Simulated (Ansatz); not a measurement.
The system is RbNa2NiO2.

```xyz
6
Lattice="-2.3236 2.3236 4.8553 2.3236 -2.3236 4.8553 2.3236 2.3236 -4.8553" Properties=species:S:1:pos:R:3 pbc="T T T"
Rb    0.0000    0.0000    0.0000
Ni    0.0000    0.0000    4.8553
Na    0.0000    2.3236    2.4276
Na    2.3236    0.0000    2.4276
O     0.0000    0.0000    3.0794
O     0.0000    0.0000    6.6311
```

The cell comes from a database or a generator and needn't be the stable form of this composition.

| Property | Result |
| --- | --- |
| Program | Ansatz 0.2.0 |
| Task | single point |
| Functional | PBE |
| Potentials or basis | Ansatz PAW |
| Cutoff | 420 eV (not typed: the program's choice for these potentials) |
| k mesh | 8 × 8 × 8 |
| Occupations | fermi-dirac, width 0.05 eV |
| Spin | collinear spin, ferromagnetic start |
| Starting moments | [0.0, 1.0, 0.0, 0.0, 0.0, 0.0] μB |

On this cell: pressure 0.3 GPa; largest force 0.043 eV/Å; net moment 1.00 μB per cell; site moments Rb -0.01; Ni +0.72; Na +0.00; O +0.12 μB; band gap on the k mesh none (metal or under the smearing width).

The same run follows on a disturbed copy (atoms moved at random, drawn with an rms of 0.05 Å):

```
CELL_PARAMETERS angstrom
-2.32361 2.32361 4.85528
2.32361 -2.32361 4.85528
2.32361 2.32361 -4.85528
ATOMIC_POSITIONS crystal
Rb 0.00303 0.00195 0.99882
Ni 0.50172 0.49922 0.99802
Na 0.75669 0.24873 0.50333
Na 0.24637 0.75440 0.49585
O 0.31034 0.32045 0.99221
O 0.68003 0.68026 0.99382
```

What changes?

The energy (extrapolated to zero smearing) moves by +1.3 meV/atom; pressure 0.6 GPa; largest force 0.182 eV/Å; net moment 1.00 μB per cell; site moments Rb -0.01; Ni +0.72; Na +0.00; O +0.12 μB; band gap on the k mesh none (metal or under the smearing width).

Forces on the atoms (eV/Å):
```
Rb  -0.005  0.012 -0.016
Ni   0.027 -0.076 -0.069
Na   0.022 -0.169  0.013
Na  -0.041  0.070 -0.002
O   -0.023  0.146 -0.106
O    0.020  0.017  0.179
```

Stress tensor (GPa, compression positive):
```
 0.44  0.00 -0.13
 0.00  0.56  0.06
-0.13  0.06  0.68
```

Caveats: a cell with one magnetic atom can't hold antiferromagnetic order, which such compounds often take; semilocal functionals often make such compounds metallic where correlation or magnetic order opens a gap, which also shifts bond lengths.
